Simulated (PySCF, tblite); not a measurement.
# C5H6ClFO2+ (doublet): geometry, infrared bands and EPR parameters

Wanted: the infrared bands and EPR parameters of C5H6ClFO2+ (doublet) (`O=C([CH+][CH]Cl)COCF`), by calculation.

The runs use tblite 0.8.0 and PySCF 2.14.0, with density-fitted response routines of our own; the level of theory stands in each step. All values are computed, except where a source is named. Atoms are numbered from 0 throughout.

## 1. Starting geometry

15 atoms, charge 1, multiplicity 2; geometry from: force field or distance geometry start.

Bonds of the start (Å): O0–C1 1.26, C1–C2 1.48, C2–C3 1.47, C3–Cl4 1.80, C1–C5 1.47, C5–O6 1.36, O6–C7 1.36, C7–F8 1.38, C2–H9 1.06, C3–H10 1.10, C5–H11 1.11, C5–H12 1.13, C7–H13 1.10, C7–H14 1.14.

## 2. Geometry optimisation with GFN2-xTB

The job: settings as JSON, then the geometry in Å.

```
{"job": {"kind": "relax", "xc": "GFN2-xTB", "basis": "xTB"}, "charge": 1, "multiplicity": 2}
O      0.195800    -1.071200     1.165100
C      0.360500     0.050800     0.613000
C      1.776800     0.393300     0.329200
C      2.583600    -0.413100    -0.600600
Cl     3.396300    -1.764900     0.262700
C     -0.707000     1.002700     0.267800
O     -1.946900     0.548100     0.579300
C     -2.371700    -0.596000    -0.012600
F     -2.411900    -0.512800    -1.391300
H      2.160800     1.259300     0.803300
H      3.384900     0.154600    -1.092800
H     -0.574700     1.256200    -0.802300
H     -0.508400     1.961900     0.823400
H     -1.880000    -1.539200     0.270900
H     -3.462500    -0.721700     0.298900
```

Started as:

```console
$ OMP_NUM_THREADS=1 python probes_run.py task.json out
```

This one command runs all jobs of the session in turn.

The program printed:

```text
step      E/eV     max force
  0    -830.67106    5.254
  1    -831.32884    5.551
  2    -831.71183    2.930
  3    -832.05711    1.513
  4    -832.38183    1.638
  5    -832.50517    1.425
  6    -832.63656    1.218
  7    -832.78107    1.602
  8    -832.92971    1.491
  9    -833.08635    1.348
 10    -833.20086    0.931
 11    -833.30256    1.141
 12    -833.38960    0.964
 13    -833.44434    0.809
 14    -833.48750    0.895
 15    -833.52165    0.874
 16    -833.55426    0.616
 17    -833.58387    0.496
 18    -833.59838    0.423
 19    -833.61282    0.395
 20    -833.62475    0.331
 21    -833.63847    0.484
 22    -833.65502    0.408
 23    -833.67047    0.258
 24    -833.68196    0.261
 25    -833.69313    0.318
 26    -833.70382    0.303
 27    -833.71274    0.314
 28    -833.72245    0.264
 29    -833.73137    0.246
 30    -833.73896    0.223
 31    -833.74440    0.182
 32    -833.74817    0.189
 33    -833.75169    0.169
 34    -833.75481    0.131
 35    -833.75687    0.095
 36    -833.75834    0.100
 37    -833.75976    0.117
 38    -833.76128    0.109
 39    -833.76270    0.093
 40    -833.76378    0.086
 41    -833.76474    0.089
 42    -833.76595    0.108
 43    -833.76736    0.144
 44    -833.76854    0.108
 45    -833.76920    0.052
 46    -833.76957    0.058
 47    -833.76986    0.046
 48    -833.77010    0.040
 49    -833.77024    0.032
 50    -833.77033    0.030
 51    -833.77047    0.038
 52    -833.77071    0.055
 53    -833.77108    0.063
 54    -833.77150    0.053
 55    -833.77185    0.044
 56    -833.77216    0.049
 57    -833.77245    0.055
 58    -833.77280    0.051
 59    -833.77316    0.060
 60    -833.77353    0.073
 61    -833.77394    0.068
 62    -833.77438    0.057
 63    -833.77477    0.044
 64    -833.77505    0.033
 65    -833.77528    0.047
 66    -833.77551    0.063
 67    -833.77574    0.044
 68    -833.77592    0.034
 69    -833.77605    0.029
 70    -833.77616    0.024
 71    -833.77625    0.027
 72    -833.77631    0.011
 73    -833.77633    0.008
```

Wall time 0.49 s (1 thread of Arm Neoverse V2, shared host).

The steps of the relaxation: (not every step is listed)

```
step  energy from step 0 (eV)  largest force (eV/Å)
   0                   0.0000                5.2542
   1                  -0.6578                5.5507
   2                  -1.0408                2.9304
   3                  -1.3860                1.5127
   4                  -1.7108                1.6376
   5                  -1.8341                1.4251
   6                  -1.9655                1.2179
   7                  -2.1100                1.6017
   8                  -2.2586                1.4910
  14                  -2.8164                0.8947
  20                  -2.9537                0.3310
  26                  -3.0328                0.3027
  32                  -3.0771                0.1890
  38                  -3.0902                0.1095
  44                  -3.0975                0.1079
  50                  -3.0993                0.0303
  56                  -3.1011                0.0491
  62                  -3.1033                0.0571
  68                  -3.1049                0.0344
  69                  -3.1050                0.0294
  70                  -3.1051                0.0240
  71                  -3.1052                0.0267
  72                  -3.1052                0.0110
  73                  -3.1053                0.0079
```

Distances of close pairs at the start and the end, largest changes first:

```
  bond  before (Å)  after (Å)  change (Å)
 C2–C3       1.472      1.348      -0.124
C3–Cl4       1.798      1.675      -0.123
 C1–C5       1.471      1.555      +0.083
 O0–C1       1.261      1.202      -0.059
C7–H14       1.141      1.099      -0.043
 C1–C2       1.485      1.450      -0.035
C5–H12       1.126      1.093      -0.033
 C7–F8       1.382      1.352      -0.030
```

The end geometry stands in the next job.

## 3. Vibrational analysis with GFN2-xTB

The job: settings as JSON, then the geometry in Å.

```
{"job": {"kind": "ir", "xc": "GFN2-xTB", "basis": "xTB"}, "charge": 1, "multiplicity": 2}
O      0.249901    -1.214113     0.362519
C      0.462404    -0.036134     0.250823
C      1.775318     0.537920     0.030204
C      2.836178    -0.291739    -0.022285
Cl     2.737266    -1.952568     0.169044
C     -0.696928     0.998439     0.302017
O     -1.856763     0.442180     0.801303
C     -2.397444    -0.621405     0.124380
F     -2.320193    -0.457384    -1.214918
H      1.883722     1.602467    -0.092032
H      3.831783     0.101918    -0.204741
H     -0.806290     1.354407    -0.735919
H     -0.431275     1.827630     0.962828
H     -1.822767    -1.550977     0.359093
H     -3.449326    -0.732650     0.421668
```

The program printed:

```text
mode    cm-1     km/mol
  1      47.2      2.43
  2      71.8      1.54
  3     101.8      3.90
  4     130.0     19.11
  5     223.4      3.97
  6     256.8     12.85
  7     281.8     11.30
  8     318.2      2.72
  9     373.5     29.86
 10     488.6      2.67
 11     557.7      1.68
 12     597.1      5.94
 13     696.3      2.43
 14     758.6     42.80
 15     769.3     46.83
 16     842.1      0.44
 17     872.2      6.62
 18     902.0     21.31
 19     968.9     30.53
 20     988.0    137.14
 21    1043.2     40.66
 22    1052.1    130.34
 23    1109.8      7.01
 24    1129.6      5.35
 25    1155.0      7.32
 26    1186.3     31.93
 27    1224.6      5.78
 28    1243.9      7.46
 29    1266.6      0.95
 30    1331.8     65.17
 31    1370.6     16.67
 32    1490.3     36.05
 33    1700.7     36.96
 34    2692.4    152.36
 35    2857.4     18.32
 36    2917.6     95.30
 37    2978.8     25.06
 38    2999.9    119.84
 39    3118.0     16.70
```

Run time: 0.47 s. Hardware: 1 thread of Arm Neoverse V2, shared host.

Which atoms move in the most intense modes:

```
cm⁻¹  km/mol                                atoms
 759    42.8           H9 26 %, H10 26 %, C3 26 %
 769    46.8  C3 34 %, H10 16 %, C5 12 %, H9 12 %
 988   137.1           C7 23 %, O6 15 %, H13 14 %
1052   130.3           C7 51 %, F8 31 %, H14 12 %
1332    65.2                   H14 49 %, H13 43 %
2692   152.4                             H13 94 %
2918    95.3                             H14 93 %
3000   119.8                             H10 92 %
```

## 4. g tensor and hyperfine couplings: B3LYP/pcH-1

The job, as its differences from that of step 3:

```diff
@@ -1,2 +1,2 @@
-{"job": {"kind": "ir", "xc": "GFN2-xTB", "basis": "xTB"}, "charge": 1, "multiplicity": 2}
+{"job": {"kind": "epr", "basis": "pcH-1"}, "charge": 1, "multiplicity": 2}
 O      0.249901    -1.214113     0.362519
```

With the program's defaults for keys left out, this is: UKS B3LYP, pcH-1 on C Cl F H O, non-relativistic, mean-field spin-orbit, GIAO.

The program printed:

```text
UKS, coarse grid
  cycle   1  E = -904.10678654  |g| = 7.03e-01
  cycle   2  E = -903.44723243  |g| = 1.47e+00
  cycle   3  E = -904.23106486  |g| = 3.65e-01
  cycle   4  E = -904.27721540  |g| = 1.33e-01
  cycle   5  E = -904.28249548  |g| = 6.11e-02
  cycle   6  E = -904.28396076  |g| = 1.65e-02
  cycle   7  E = -904.28406652  |g| = 8.44e-03
  cycle   8  E = -904.28410069  |g| = 4.45e-03
  cycle   9  E = -904.28411523  |g| = 2.27e-03
  cycle  10  E = -904.28411856  |g| = 9.71e-04
UKS, final grid
  cycle   1  E = -904.28406700  |g| = 1.91e-03
  cycle   2  E = -904.28405697  |g| = 5.22e-03
  cycle   3  E = -904.28406896  |g| = 6.06e-04
  cycle   4  E = -904.28406916  |g| = 2.51e-04
  cycle   5  E = -904.28406922  |g| = 1.47e-04
  cycle   6  E = -904.28406928  |g| = 2.91e-05
  cycle   7  E = -904.28406928  |g| = 1.53e-05
E = -904.28406928 Eh   <S^2> = 0.7549 (exact 0.7500)
g shifts (ppm)      1          2          3
  rmc          -313       -313       -313
  gc              4         48         69
  oz_so        1027      10311      15945
  total         718      10045      15702
hyperfine (MHz)  atom isotope    a_iso     a_fc   dipolar eigenvalues
    0   17O     -31.47     -30.41   -137.86     62.81     75.05
    1   13C     -32.16     -32.29    -13.58     -0.14     13.72
    2   13C      27.19      27.67    -10.06     -8.73     18.79
    3   13C     -10.17     -10.34     -5.75     -0.29      6.04
    4  35Cl      11.42      10.20    -23.95    -22.78     46.73
    5   13C       3.62       3.50    -13.77    -11.98     25.75
    6   17O     -23.35     -23.06    -64.97     32.24     32.73
    7   13C     -10.51     -10.58     -8.55     -6.35     14.90
    8   19F       8.20       6.98    -48.30    -45.50     93.80
    9    1H      -2.91      -2.80     -5.13     -1.17      6.30
   10    1H      42.00      41.99     -2.30     -0.70      3.00
   11    1H      43.22      43.21     -5.17     -2.33      7.50
   12    1H       5.20       5.16     -5.52     -2.28      7.80
   13    1H     166.17     166.19    -10.45     -1.66     12.10
   14    1H      70.98      70.97     -4.35     -3.96      8.32
```

It took 2.2 min on 1 thread of Arm Neoverse V2, shared host; peak memory 1.1 GiB.

Principal g values 2.00304, 2.01236, 2.01802; g(iso) = 2.01114, against 2.00232 for a free electron.

Hyperfine couplings; where a row names several nuclei, a(iso) is their mean (it holds for fast rotation or exchange) and the dipolar term the largest among them:

```
  nuclei  isotope  a(iso) (MHz)  a(iso) (G, at g = 2.0023)  largest dipolar term (MHz)
H13, H14       1H         118.6                       42.3                        12.1
     H10       1H          42.0                       15.0                         3.0
      C1      13C         -32.2                      -11.5                        13.7
      O0      17O         -31.5                      -11.2                      -137.9
      C2      13C          27.2                        9.7                        18.8
H11, H12       1H          24.2                        8.6                         7.8
      O6      17O         -23.3                       -8.3                       -65.0
     Cl4     35Cl          11.4                        4.1                        46.7
      C7      13C         -10.5                       -3.8                        14.9
      C3      13C         -10.2                       -3.6                         6.0
      F8      19F           8.2                        2.9                        93.8
      C5      13C           3.6                        1.3                        25.7
      H9       1H          -2.9                       -1.0                         6.3
```

Mulliken spin populations:

O0 0.43; C1 -0.02; C2 0.09; C3 -0.02; Cl4 0.11; C5 0.08; O6 0.19; C7 0.02; F8 0.02; H9 0.00; H10 0.02; H11 0.02; H12 0.00; H13 0.05; H14 0.03

In first order the couplings over 0.8 MHz of 1H, 35Cl, 19F give 288 distinct lines over 133.1 G, if the averaged nuclei exchange fast; the same motion can average rows kept apart here too.

Orbitals, density, ELF and potential are computed afterwards from the orbital file.

ELF in a plane through or near 10 of the atoms.

Ten even steps from '0' (0.00) to '9' (1.00):
```
0000000000000000000000000000
0000000000000000000000000000
0000000000000000000000000000
0000000000000000000000000000
0000000014200121000000000000
0000000189930365100000000000
0000000199970477311200000000
0000010059950325456410000000
0001784133264772777300100000
0005999573383595467346830000
0005999238463351042299990000
0000477324017872174299991000
0000003785117276399679970000
0000037436718885399612200000
0000269386814662199500000000
0000258878720000013000000000
0000025665410000000000000000
0000001211000000000000000000
0000000000000000000000000000
0000000000000000000000000000
```
The map spans 12.9 Å across and 9.4 Å up, centred on the molecule. Atoms in the plane (x, y in Å): C1 (-0.5, -0.1), C2 (-1.8, 0.5), C3 (-2.8, -0.4), Cl4 (-2.6, -2.1), C5 (0.7, 1.0), C7 (2.4, -0.5), H9 (-2.0, 1.5), H10 (-3.8, -0.1), H13 (1.9, -1.5), H14 (3.5, -0.6).

log10 of the density (e/Å³) in the same plane.

Values, 10 rows by 14 columns:
```
-4.0 -4.0 -4.0 -4.0 -4.0 -4.0 -4.0 -4.0 -4.0 -4.0 -4.0 -4.0 -4.0 -4.0
-4.0 -4.0 -4.0 -4.0 -4.0 -4.0 -3.7 -3.3 -3.4 -4.0 -4.0 -4.0 -4.0 -4.0
-4.0 -4.0 -4.0 -3.6 -2.6 -2.2 -2.3 -1.7 -2.0 -2.9 -4.0 -4.0 -4.0 -4.0
-4.0 -4.0 -3.5 -2.4 -1.0 -0.4 -1.3 -0.2 -0.5 -1.3 -2.2 -3.8 -4.0 -4.0
-4.0 -3.3 -1.8 -1.0 -0.4  0.6 -0.2  0.2  0.1  0.1 -1.2 -2.3 -3.5 -4.0
-4.0 -2.9 -1.2  0.2  1.0 -0.1  0.8 -0.1 -0.8  0.4  0.1 -1.0 -2.7 -4.0
-4.0 -3.3 -1.9 -0.5  0.2 -0.8  0.5  0.5 -0.7  0.2 -0.3 -1.3 -2.9 -4.0
-4.0 -3.5 -1.8 -0.1  3.0 -0.2 -0.8 -0.8 -1.4 -1.0 -2.0 -2.9 -4.0 -4.0
-4.0 -4.0 -2.4 -1.1 -0.6 -1.3 -2.5 -2.9 -3.2 -3.1 -3.6 -4.0 -4.0 -4.0
-4.0 -4.0 -3.9 -2.8 -2.6 -3.0 -4.0 -4.0 -4.0 -4.0 -4.0 -4.0 -4.0 -4.0
```
The map spans 12.9 Å across and 9.4 Å up, centred on the molecule. Atoms in the plane (x, y in Å): C1 (-0.5, -0.1), C2 (-1.8, 0.5), C3 (-2.8, -0.4), Cl4 (-2.6, -2.1), C5 (0.7, 1.0), C7 (2.4, -0.5), H9 (-2.0, 1.5), H10 (-3.8, -0.1), H13 (1.9, -1.5), H14 (3.5, -0.6).

On the surface of density 0.002 e/bohr³ the electrostatic potential runs, from the 1st to the 99th percentile, from 2.57 V near F8 to 5.92 V near H9.

The spin density lies nearest to O0 36 %; O6 16 %; Cl4 10 %; C1, C2, C5 about 6 % each.

## 5. Outcome

| quantity | value |
| --- | --- |
| strongest single infrared mode (GFN2-xTB) | 2692 cm⁻¹, 152 km/mol |
| zero-point energy (GFN2-xTB) | 63.1 kcal/mol |
| g(iso) (B3LYP) | 2.01114 |
| ⟨S²⟩ | 0.755 (exact 0.75) |
| largest a(iso) (averaged by class) | 1H on H13, H14, 118.6 MHz |

In words: Relaxing lowered the energy by 3.105 eV in 73 steps; the close pair that moved most is C2–C3, from 1.472 to 1.348 Å. No mode is imaginary among the 39: a minimum at this level. The strongest single mode, at 2692 cm⁻¹, moves mainly H13. GFN2-xTB is a fitted tight-binding method: band positions and strengths are rough. Its intensities can rank the bands wrongly. O0 carries the largest spin population, 0.43 e. The isotropic g lies 8.8 ppt above the free-electron value.
